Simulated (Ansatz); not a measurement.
# CClFNSi radical: a ladder of functionals and wavefunction methods

The task here is to estimate one member of a computed series from the others.

The runs use Ansatz 0.2.0, Gaussian basis; functionals in def2-TZVPP, the program's frozen cores in correlated methods.

Levels to be run: LDA (SPW92), PBE-D4, revPBE-D4, BLYP-D4, r2SCAN-D4, B97M-V, PBE0-D4, B3LYP-D4, r2SCANh-D4, r2SCAN0-D4, HSE06-D4, BHLYP-D4, CAM-B3LYP-D4, LC-ωPBE, ωB97X-V, ωB97M-V, B2PLYP, PBE-QIDH; CCSD(T)/def2-SVP; CCSD(T)/def2-TZVPP; MP2/def2-QZVPP; extrapolation to the limit; RPA on PBE.

### Structure used throughout

The geometry comes from an earlier relaxation with PBE0-D4 in a triple-zeta def2 set; it is a stationary point.

SMILES `N#C[Si](F)Cl`, 5 atoms, charge 0, spin multiplicity 2.

Atoms are counted from 1 here; the program's logs count them from 0.

Bond lengths: N1–C2 1.153 Å, C2–Si3 1.840 Å, Si3–F4 1.585 Å, Si3–Cl5 2.024 Å. Angles: N1–C2–Si3 173.1°, C2–Si3–F4 107.1°, C2–Si3–Cl5 108.7°, F4–Si3–Cl5 110.2°.

The first run:

Contents of in.yaml:

```yaml
crystal:
  periodic: [false, false, false]
  atoms:
    - {symbol: N, position_ang: [1.372847, -1.083603, 1.488844]}
    - {symbol: C, position_ang: [0.720428, -0.610459, 0.664303]}
    - {symbol: Si, position_ang: [-0.169308, 0.069263, -0.795474]}
    - {symbol: F, position_ang: [-1.634323, -0.534374, -0.769390]}
    - {symbol: Cl, position_ang: [-0.239746, 2.085573, -0.629683]}
basis:
  gaussian: {orbitals: def2-TZVPP}
magnetization: {spin_polarized: true, initial_magnetization: 1}
hamiltonian: {xc: lda}
output: {orbitals: {seedname: orbitals}}
```

Run with:

```
$ ansatz run in.yaml --threads 4 --pin off --events-out ev --progress --plain --max-ram 10444MiB
```

Steps of the session up to this table: LDA; PBE-D4 (GGA); revPBE-D4 (GGA); BLYP-D4 (GGA); r2SCAN-D4 (meta-GGA); B97M-V (meta-GGA); B3LYP-D4 (hybrid); r2SCANh-D4 (hybrid); r2SCAN0-D4 (hybrid); HSE06-D4 (hybrid); BHLYP-D4 (hybrid); CAM-B3LYP-D4 (range-separated); LC-ωPBE (range-separated); ωB97X-V (range-separated); ωB97M-V (range-separated); B2PLYP (double hybrid); PBE-QIDH (double hybrid).

One table of the session follows, with a row left open; its other results are not shown here.

It belongs to the step «Orbital energies across the functionals». 

```
  functional  HOMO (eV)  LUMO (eV)  gap (eV)
 LDA (SPW92)      -6.45      -5.17      1.28
      PBE-D4      -6.44      -4.69      1.75
   revPBE-D4      -6.41      -4.51      1.89
     BLYP-D4      -6.24      -4.73      1.51
   r2SCAN-D4      -6.86      -4.24      2.62
      B97M-V      -6.50      -4.85      1.66
     PBE0-D4          ?          ?         ?
    B3LYP-D4      -7.44      -4.21      3.23
  r2SCANh-D4      -7.33      -3.95      3.37
  r2SCAN0-D4      -8.03      -3.53      4.50
    HSE06-D4      -7.33      -4.19      3.14
    BHLYP-D4      -8.86      -3.03      5.82
CAM-B3LYP-D4      -9.00      -2.94      6.06
     LC-ωPBE     -10.44      -1.45      8.99
     ωB97X-V      -9.90      -2.03      7.86
     ωB97M-V      -9.50      -2.15      7.34
```

Q: Estimate the row for PBE0-D4 from the others.

**Answer.** HOMO (eV): -7.73; LUMO (eV): -3.80; gap (eV): 3.93. In the column «HOMO (eV)» it lies between r2SCAN0-D4 (-8.03) and B3LYP-D4 (-7.44).
